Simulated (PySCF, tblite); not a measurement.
**C₇H₁₁PS: geometry, infrared bands and NMR shifts**

What infrared bands and NMR shifts should C₇H₁₁PS (`CC#CP1CCSCC1`) show?

Programs: tblite 0.8.0 and PySCF 2.14.0, with density-fitted response routines of our own. Each step states its level of theory. These are calculated values for one molecule in the gas phase, unless marked as measured. Atoms are numbered from 0 throughout.

## Step 1: Starting geometry

20 atoms, charge 0, multiplicity 1; geometry from: force field or distance geometry start.

Bonds of the start (Å): C0–C1 1.48, C1–C2 1.18, C2–P3 1.84, P3–C4 1.85, C4–C5 1.53, C5–S6 1.83, S6–C7 1.83, C7–C8 1.53, C8–P3 1.86, C0–H9 1.08, C0–H10 1.09, C0–H11 1.09, C4–H12 1.10, C4–H13 1.10, C5–H14 1.09, C5–H15 1.10, C7–H16 1.10, C7–H17 1.10, C8–H18 1.09, C8–H19 1.10.

## Step 2: Relaxing the molecule with GFN2-xTB

Job settings and geometry (Å):

```
{"job": {"kind": "relax", "xc": "GFN2-xTB", "basis": "xTB"}, "charge": 0, "multiplicity": 1}
C      4.126900     0.142100    -0.440000
C      2.664800     0.106800    -0.644100
C      1.490500     0.063700    -0.793800
P     -0.331100     0.021600    -1.054700
C     -0.849700     1.360200     0.119300
C     -2.349800     1.312400     0.410300
S     -2.824700    -0.123100     1.432600
C     -2.247400    -1.476400     0.351100
C     -0.752800    -1.421200     0.047200
H      4.612300     0.571800    -1.309800
H      4.516000    -0.862100    -0.279800
H      4.372000     0.753300     0.432700
H     -0.277500     1.322100     1.054000
H     -0.609200     2.319300    -0.368300
H     -2.948500     1.317600    -0.501700
H     -2.627700     2.210500     0.989000
H     -2.853300    -1.469500    -0.566200
H     -2.475000    -2.424800     0.867200
H     -0.461900    -2.332000    -0.469800
H     -0.179000    -1.381700     0.986100
```

Run with:

```bash
OMP_NUM_THREADS=1 python probes_run.py task.json out
```

One launch serves the whole session: the jobs run in the order shown.

**Question.** This job is followed by: GFN2-xTB harmonic vibrations, gas phase; GIAO PBE0/pcSseg-1 NMR shielding, non-relativistic, gas phase. Predict these results of the whole session: strongest single infrared mode (GFN2-xTB); zero-point energy (GFN2-xTB); 13C shifts against TMS (PBE0/pcSseg-1, means over atoms taken as alike); 1H shifts against TMS (PBE0/pcSseg-1, means over atoms taken as alike); 31P shifts against H3PO4 (PBE0/pcSseg-1); 33S shifts against CS2 (PBE0/pcSseg-1); surface potential, 1st and 99th percentile.

**Answer**, as computed:

| quantity | value |
| --- | --- |
| strongest single infrared mode (GFN2-xTB) | 2319 cm⁻¹, 120 km/mol |
| zero-point energy (GFN2-xTB) | 99.1 kcal/mol |
| 13C shifts against TMS (PBE0/pcSseg-1, means over atoms taken as alike) | 109.6, 85.5, 35.4, 34.8, 6.1 ppm |
| 1H shifts against TMS (PBE0/pcSseg-1, means over atoms taken as alike) | 2.72, 2.23, 2.11 ppm |
| 31P shifts against H3PO4 (PBE0/pcSseg-1) | -91.9 ppm |
| 33S shifts against CS2 (PBE0/pcSseg-1) | 25 ppm |
| surface potential, 1st and 99th percentile | -1.07 V and 0.92 V |

What this shows: Over 35 steps the energy fell by 0.162 eV; of the close pairs, C2–P3 changed most, 1.841 to 1.762 Å. The lowest mode is slightly imaginary (19i cm⁻¹), a soft motion within the noise of the Hessian, so the minimum is not strictly shown. The strongest single mode, at 2319 cm⁻¹, moves mainly C1 and C2. GFN2-xTB is a fitted tight-binding method: band positions and strengths are rough. Its intensities can rank the bands wrongly. At PBE0/pcSseg-1: The largest span, 273 ppm, is at C2, where the paramagnetic term is -168 ppm.
